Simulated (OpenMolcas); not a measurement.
# Mo⁵⁺ among point charges: CASSCF and CASPT2 levels, g values and susceptibility

Aim: the splitting of the states of Mo⁵⁺ in the field of 6 point charges, its lowest levels with spin-orbit coupling and its magnetic susceptibility.

Method: state-averaged CASSCF and CASPT2, spin-orbit coupling by RASSI with atomic mean-field integrals. Code: OpenMolcas 26.06.

### Step 1. What is computed

- Species: Mo⁵⁺ (molybdenum, Z = 42, 37 electrons)
- Basis: ANO-RCC-VDZP [6s5p3d1f], 43 functions
- Scalar Hamiltonian: DKH2, point nucleus
- Inactive shells: 1s 2s 2p 3s 3p 3d 4s 4p
- Active space: 1 electron in 5 orbitals (4d)
- Some configurations of this space: 4d
- Orbitals: optimised for each spin and parity, averaged over all roots

The outer shells:

4d
```
4d [↑ ][  ][  ][  ][  ]
```

The ion sits among 6 point charges of -1 e arranged as a tetragonal octahedron (D4h), 2.22 Å from the ion, with the axial distance 2.109 Å.

Each step is its own input file, run in one work folder so that later steps find the files of earlier ones. Only the result sections of each output are shown. Labels, J, g values, rates, χT and fits are worked out afterwards by a script from the matrices that RASSI stores. The input lists half of the charges; inversion (Group=XYZ) makes the rest.

### Step 2. Basis and integrals

The input, a.inp:

```
&GATEWAY
Coord
1

Mo 0.0 0.0 0.0
Basis=ANO-RCC-VDZP
Group=XYZ
NoMove
AngMom=0.0 0.0 0.0
AMFI
XField
3 Angstrom 0
2.220000 0.000000 0.000000 -1.000000
0.000000 2.220000 0.000000 -1.000000
0.000000 0.000000 2.109000 -1.000000
&SEWARD
```

Run with:

```console
> OMP_NUM_THREADS=1 MOLCAS_MEM=1689 MOLCAS_PROJECT=a pymolcas a.inp > a.log
```

### Step 3. CASSCF: doublets of even parity, 5 roots

The input, a.inp:

```
&RASSCF
FileOrb=start.orb
Symmetry=1
Spin=2
nActEl=1 0 0
Inactive=9 9
Ras2=5 0
CIRoot=5 5 1
SDav=5
CIMx=300
Iter=120 100
PrWF=0.3
OrbListing=Nothing
MaxOrb=0
>>> COPY $Project.JobIph JOB001
```

start.orb holds the contracted functions of the basis, ordered by shell, or the orbitals of the step before.

### Step 4. State interaction with spin-orbit coupling

The input, a.inp:

```
&RASSI
NrOfJobIphs=1 5
1 2 3 4 5
IphNames
JOB001
EJob
SpinOrbit
DIPRint=1.0
SOCoupling=1000.0
Subsets=2
Property=9
'ANGMOM' 1 'ANGMOM' 2 'ANGMOM' 3 'MLTPL  1' 1 'MLTPL  1' 2 'MLTPL  1' 3
'AMFI' 1 'AMFI' 2 'AMFI' 3
SOProperty=3
'ANGMOM' 1 'ANGMOM' 2 'ANGMOM' 3
```

### Step 5. CASPT2: IPEA 0.25, imaginary shift 0.1 (closed shells correlated: 4s 4p)

The input, a.inp:

```
>>> COPY JOB001 $Project.JobIph
&CASPT2
Multistate=5 1 2 3 4 5
NoMult
Frozen=8 6
IPEA=0.25
Imaginary=0.1
MaxIter=60
WThr=0.0 0.3 0.05
PrWF=0.5
NoMix
```

(Steps that only read results are left out.)

Q: Predict the outcome of this session. Wanted: spin-free ground state; first state of the same spin; lowest level; next level.

**Answer**, as computed:

| quantity | value |
| --- | --- |
| method | SS-CASPT2, IPEA 0.25, imaginary shift 0.1 (closed shells correlated: 4s 4p) |
| spin-free ground state | 2B2, 1-fold in its orbital part |
| first state of the same spin | 2E at 711 cm⁻¹ |
| lowest level | 2-fold E3/2, g = 0.59, 0.59, 1.27 |
| next level | 602.4 cm⁻¹ |
| χT at 300 K | 0.17 cm³ K/mol |
| effective moment at 300 K | 1.18 μB |

Cost by method:

| method | time of its own steps | time with the reference |
| --- | --- | --- |
| A. CASSCF | 1.6 s | 1.6 s |
| B. SS-CASPT2, IPEA 0.25, imaginary shift 0.1, +4s 4p | 0.52 s | 2.1 s |

Times are of one thread on a shared host.

What this shows: The spin-free ground state (2B2) comes to 100 % from free-ion D terms and keeps the highest spin of the shell. χT at 300 K is 0.17, against 0.38 cm³ K/mol for the spin alone, so orbital moment lowers it. Point charges give too small a field for d ions at true ligand charges. This is an electrostatic model: the charges have no orbitals.
